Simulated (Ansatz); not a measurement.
# Ba2Be: the cost of one run

Method: DFT PBE, scalar-relativistic, plane waves, PAW, in Ansatz 0.2.0.

**1. Starting point**

It takes space group P4/nmm (No. 129, tetragonal). The conventional cell has a = 4.120 Å, b = 4.120 Å, c = 8.227 Å, α = 90.00°, β = 90.00°, γ = 90.00°. Ba (site symmetry -4m2) is surrounded by 4 Ba at 2.91 Å and 4 Be at 3.05 Å. Ba (site symmetry 4mm) has 5 Be at 2.99 to 3.01 Å in its first shell of neighbours. Around Be (site symmetry 4mm) lie 9 Ba at 2.99 to 3.05 Å.

As a file:

```cif
data_structure
_symmetry_space_group_name_H-M 'P4/nmm:1'
_symmetry_Int_Tables_number 129
_cell_length_a 4.1201
_cell_length_b 4.1201
_cell_length_c 8.2268
_cell_angle_alpha 90.000
_cell_angle_beta 90.000
_cell_angle_gamma 90.000
_cell_volume 139.65
loop_
_atom_site_label
_atom_site_type_symbol
_atom_site_symmetry_multiplicity
_atom_site_Wyckoff_symbol
_atom_site_fract_x
_atom_site_fract_y
_atom_site_fract_z
_atom_site_occupancy
Ba1 Ba 2 a 0.00000 0.00000 0.00000 1
Ba2 Ba 2 c 0.00000 0.50000 0.63600 1
Be1 Be 2 c 0.00000 0.50000 0.27300 1
```

A structure generator made this guess: species swapped into a database cell of NdS2 (P4/nmm, No. 129), with Be on the Nd sites and Ba on the S sites. The dimensions are guesses.

**2. Probe: one point on a coarse mesh**

input.yaml

```yaml
crystal:
  lattice:
    - [4.12005799, 0.0, 0.0]
    - [0.0, 4.12005799, 0.0]
    - [0.0, 0.0, 8.22679952]
  atoms:
    - { symbol: Ba, position: [0.0, 0.0, 0.0] }
    - { symbol: Ba, position: [0.5, 0.5, 0.0] }
    - { symbol: Ba, position: [0.0, 0.5, 0.63599998] }
    - { symbol: Ba, position: [0.5, 0.0, 0.36400002] }
    - { symbol: Be, position: [0.0, 0.5, 0.273] }
    - { symbol: Be, position: [0.5, 0.0, 0.727] }
basis:
  ecutwfc: 420
kpoints:
  mp_grid: { grid: [4, 4, 2] }
hamiltonian:
  xc: pbe
scf:
  occupations: { method: gaussian, width: 0.1 }
  lower_state_search: "off"
output:
  forces: true
  stress: true
  eigenvalues: true
```

On the command line:

```
$ ansatz run input.yaml --threads 1 --pin off --max-ram 2560MiB --backend cpu --events-out ev --progress --plain --runs-dir out
```

Q: Estimate wall time and peak memory on 1 thread of Intel Xeon Platinum 8259CL at 2.50GHz (Skylake/Cascade Lake), shared host.

About 3.7 s, with a peak of 0.41 GiB.
